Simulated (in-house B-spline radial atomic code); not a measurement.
# Excited states and polarisability of Cd²⁺ by several methods

One table from this session's results is given with a row withheld; the runs are named, their logs left out.

Method: linear response of a closed shell, each method with its own adiabatic kernel; non-relativistic; B-spline basis; no spin-orbit coupling, no double excitations; only terms of natural parity, (−1)^L, with L up to 3 are computed. Code: in-house B-spline radial atomic code version 1.

## What is computed

| Item | Value |
| --- | --- |
| element | cadmium (Z = 48) |
| charge | +2 |
| configuration | [Kr] 4d10 |
| runs | TDHF; BSE on G0W0@HF; LDA (VWN5); PBE; PBE0; B3LYP; CAM-B3LYP; LC-ωPBE; ωB97X; HSE06; BHandHLYP; BLYP; PBEsol; BP86; exchange-only LDA; B97-1; RPBE; OLYP |

The outer shells:

Cd²⁺
```
[Kr] core
4d [↑↓][↑↓][↑↓][↑↓][↑↓]
```

The first run:

Input settings:

```ini
Z = 48
electrons = 46.0
configuration = [Kr] 4d10
hamiltonian = nr
method = hf
box_radius = 29.48
intervals = 57
```

Started as:

```
python run_td.py task.json out
```

One command runs all members of the session, one after another, from task.json.

Steps of the session up to this table: TDHF.

One of the session's tables, all rows but one given; the rest of the session is left out.

It belongs to the step «TDHF». 

| state | full (eV) | Tamm-Dancoff (eV) |
| --- | --- | --- |
| 4d→5s ³D | 12.523 | 12.563 |
| 4d→5s ¹D | ? | ? |
| 4d→5p ³P | 18.229 | 18.277 |
| 4d→5p ³F | 18.727 | 18.763 |
| 4d→5p ¹F | 19.141 | 19.149 |
| 4d→5p ¹P | 19.607 | 19.683 |
| 4d→5d ³S | 26.031 | 26.077 |
| 4d→5d ³D | 26.754 | 26.772 |
| 4d→6s ³D | 26.924 | 26.931 |
| 4d→5d ¹D | 26.966 | 26.974 |
| 4d→6s ¹D | 27.100 | 27.104 |
| 4d→5d ¹S | 28.095 | 28.253 |
| 4d→6p ³P | 28.763 | 28.775 |
| 4d→6p ³F | 28.904 | 28.912 |

**Question.** Estimate the row for 4d→5s ¹D.

As computed: full (eV): 13.286; Tamm-Dancoff (eV): 13.304. In the column «full (eV)» it lies between 4d→5s ³D (12.523) and 4d→5p ³P (18.229).
